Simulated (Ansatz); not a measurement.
# Al: energy and stress against strain

This session takes Al and sets out to strain the cell along the Voigt pattern (0, 0, 0, 0, 0, 1).

Computed with Ansatz 0.2.0 (DFT PBEsol, scalar-relativistic, plane waves, PAW, unless a step's input says otherwise).

## 1. Starting point

Symmetry: Im-3m, No. 229, cubic system. The conventional cell has a = 3.182 Å, b = 3.182 Å, c = 3.182 Å, α = 90.00°, β = 90.00°, γ = 90.00°. Around Al (site symmetry m-3m) lie 8 Al at 2.76 Å.

Structure file:

```
CELL_PARAMETERS angstrom
-1.59122 1.59122 1.59122
1.59122 -1.59122 1.59122
1.59122 1.59122 -1.59122
ATOMIC_POSITIONS crystal
Al 0.00000 0.00000 0.00000
```

It goes back to an entry of the Materials Project, which need not be the stable form.

No relaxation comes first: the listed cell is the starting point.

## 2. The reference cell

Reference values: F = -524.4488 eV; pressure 2.21 GPa; largest force 0.000 eV/Å; gap on the mesh none (metal). It was computed beforehand with the settings of the runs below.

## 3. Setting up energy and stress against strain

The cell is strained by ε times the Voigt pattern (0, 0, 0, 0, 0, 1) (xx, yy, zz, yz, xz, xy; engineering shear), with fractional coordinates fixed (clamped ions). The stress on the pattern is the sum of the stress components weighted by it, tension positive.

## 4. ε = -0.0400

Contents of input.yaml:

```yaml
crystal:
  lattice:
    - [-1.6230430638, 1.6230430638, 1.59121869]
    - [1.6230430638, -1.6230430638, 1.59121869]
    - [1.5593943162, 1.5593943162, -1.59121869]
  atoms:
    - { symbol: Al, position: [0.0, 0.0, 0.0] }
basis:
  ecutwfc: 420
kpoints:
  mp_grid: { grid: [20, 20, 20] }
hamiltonian:
  xc: pbesol
scf:
  occupations: { method: gaussian, width: 0.15 }
output:
  forces: true
  stress: true
  eigenvalues: true
  write_density: true
  write_potential: true
  elf: true
  volumetric_format: npy
```

Run with:

```bash
$ ansatz run input.yaml --threads 1 --pin off --max-ram 2560MiB --backend cpu --events-out ev --progress --plain --runs-dir out
```

## 5. At ε = 0.0300

Contents of input.yaml:

```yaml
crystal:
  lattice:
    - [-1.5673504096, 1.5673504096, 1.59121869]
    - [1.5673504096, -1.5673504096, 1.59121869]
    - [1.6150869704, 1.6150869704, -1.59121869]
  atoms:
    - { symbol: Al, position: [0.0, 0.0, 0.0] }
basis:
  ecutwfc: 420
kpoints:
  mp_grid: { grid: [20, 20, 20] }
hamiltonian:
  xc: pbesol
scf:
  occupations: { method: gaussian, width: 0.15 }
output:
  forces: true
  stress: true
  eigenvalues: true
```

## 6. ε = -0.0200

Edit input.yaml of step 5 so:

```diff
@@ -2,5 +2,5 @@
   lattice:
-    - [-1.5673504096, 1.5673504096, 1.59121869]
-    - [1.5673504096, -1.5673504096, 1.59121869]
-    - [1.6150869704, 1.6150869704, -1.59121869]
+    - [-1.6071308769, 1.6071308769, 1.59121869]
+    - [1.6071308769, -1.6071308769, 1.59121869]
+    - [1.5753065031, 1.5753065031, -1.59121869]
   atoms:
```

## 7. Point ε = 0.0100

Edit input.yaml of step 6 so:

```diff
@@ -2,5 +2,5 @@
   lattice:
-    - [-1.6071308769, 1.6071308769, 1.59121869]
-    - [1.6071308769, -1.6071308769, 1.59121869]
-    - [1.5753065031, 1.5753065031, -1.59121869]
+    - [-1.5832625966, 1.5832625966, 1.59121869]
+    - [1.5832625966, -1.5832625966, 1.59121869]
+    - [1.5991747834, 1.5991747834, -1.59121869]
   atoms:
```

## 8. Point ε = 0.0350

Contents of input.yaml:

```yaml
crystal:
  lattice:
    - [-1.5633723629, 1.5633723629, 1.59121869]
    - [1.5633723629, -1.5633723629, 1.59121869]
    - [1.6190650171, 1.6190650171, -1.59121869]
  atoms:
    - { symbol: Al, position: [0.0, 0.0, 0.0] }
basis:
  ecutwfc: 420
kpoints:
  mp_grid: { grid: [20, 20, 20] }
hamiltonian:
  xc: pbesol
scf:
  occupations: { method: gaussian, width: 0.15 }
output:
  forces: true
  stress: true
  eigenvalues: true
  write_density: true
  write_potential: true
  elf: true
  volumetric_format: npy
```

## 9. At ε = 0.0250

Contents of input.yaml:

```yaml
crystal:
  lattice:
    - [-1.5713284564, 1.5713284564, 1.59121869]
    - [1.5713284564, -1.5713284564, 1.59121869]
    - [1.6111089236, 1.6111089236, -1.59121869]
  atoms:
    - { symbol: Al, position: [0.0, 0.0, 0.0] }
basis:
  ecutwfc: 420
kpoints:
  mp_grid: { grid: [20, 20, 20] }
hamiltonian:
  xc: pbesol
scf:
  occupations: { method: gaussian, width: 0.15 }
output:
  forces: true
  stress: true
  eigenvalues: true
```

## 10. Point ε = 0.0150

Contents of input.yaml:

```yaml
crystal:
  lattice:
    - [-1.5792845498, 1.5792845498, 1.59121869]
    - [1.5792845498, -1.5792845498, 1.59121869]
    - [1.6031528302, 1.6031528302, -1.59121869]
  atoms:
    - { symbol: Al, position: [0.0, 0.0, 0.0] }
basis:
  ecutwfc: 420
kpoints:
  mp_grid: { grid: [20, 20, 20] }
hamiltonian:
  xc: pbesol
scf:
  occupations: { method: gaussian, width: 0.15 }
output:
  forces: true
  stress: true
  eigenvalues: true
  write_density: true
  write_potential: true
  elf: true
  volumetric_format: npy
```

## 11. ε = 0.0050

Edit input.yaml of step 10 so:

```diff
@@ -2,5 +2,5 @@
   lattice:
-    - [-1.5792845498, 1.5792845498, 1.59121869]
-    - [1.5792845498, -1.5792845498, 1.59121869]
-    - [1.6031528302, 1.6031528302, -1.59121869]
+    - [-1.5872406433, 1.5872406433, 1.59121869]
+    - [1.5872406433, -1.5872406433, 1.59121869]
+    - [1.5951967367, 1.5951967367, -1.59121869]
   atoms:
```

(Steps that only read results are left out.)

Q: Predict the outcome of this session. Wanted: slope of the stress at ε = 0, from the points at -0.0200, 0 and 0.0050.

The runs gave:

| quantity | value |
| --- | --- |
| slope of the stress at ε = 0, from the points at -0.0200, 0 and 0.0050 | 42 GPa |

In words: From the stress slope, C66 is about 42 GPa with the ions clamped. The reference stands under 2.2 GPa, so this is no zero-stress constant. No sampled point lies below the undisturbed cell.
